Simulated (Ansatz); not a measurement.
Predict the output of the script below (the Ansatz DFT code, driven from Python).

`cas.py`:
```python
import logging
import sys

import ansatz as az

logging.basicConfig(stream=sys.stdout, format="[%(levelname)s] %(message)s")
logger = logging.getLogger("ansatz_job")
logger.setLevel(logging.INFO)

GEOMETRY = """
C    -0.56500   -0.11090   -0.40990
C     0.61150    0.20400    0.33050
Se   -0.20980   -1.52770    0.81100
H    -0.37510   -0.30710   -1.49410
H    -1.48400    0.53980   -0.13000
H     0.51000    1.00620    1.10980
H     1.57370    0.12760   -0.26310
"""

molecule = az.Crystal.molecule()
for line in GEOMETRY.strip().splitlines():
    symbol, *xyz = line.split()
    molecule = molecule.atom(symbol, [float(v) for v in xyz])

setup = (
    molecule.calculation()
    .basis(gaussian="def2-SVP")
    .correlation(active_electrons=4, active_orbitals=4)
)
for method in ["sc_nevpt2"]:
    summary = (setup if method is None else setup.correlation(method)).run().report
    space = summary["configurations"]
    state = space["states"][0]
    print(method or "casscf", f"total {summary['free_energy_ev'] / 27.211386246:.6f} Ha, active-space state {state['energy']['hartree']:.6f} Ha, mean field {summary['reference_energy_ev'] / 27.211386246:.6f} Ha")
    print("  determinants", state["n_determinants"], " natural occupations", [round(n, 3) for n in space["natural_occupations"]])
```

```console
$ python cas.py
sc_nevpt2 total -2478.025757 Ha, active-space state -2477.548175 Ha, mean field -2477.507750 Ha
  determinants 36  natural occupations [1.962, 1.951, 0.057, 0.03]
```

Reading the output:
- Total energies depend on the basis set; only differences at equal settings carry meaning.
- The geometry is a force-field or estimated start, not a minimum of this method, and the basis set is short of its limit. The active space starts as a window about the frontier orbitals and is then optimised, not chosen by chemistry.
- Timing: 5.2 s on 1 thread of Arm Neoverse V1, with other jobs on the host, peak memory 0.24 GiB.
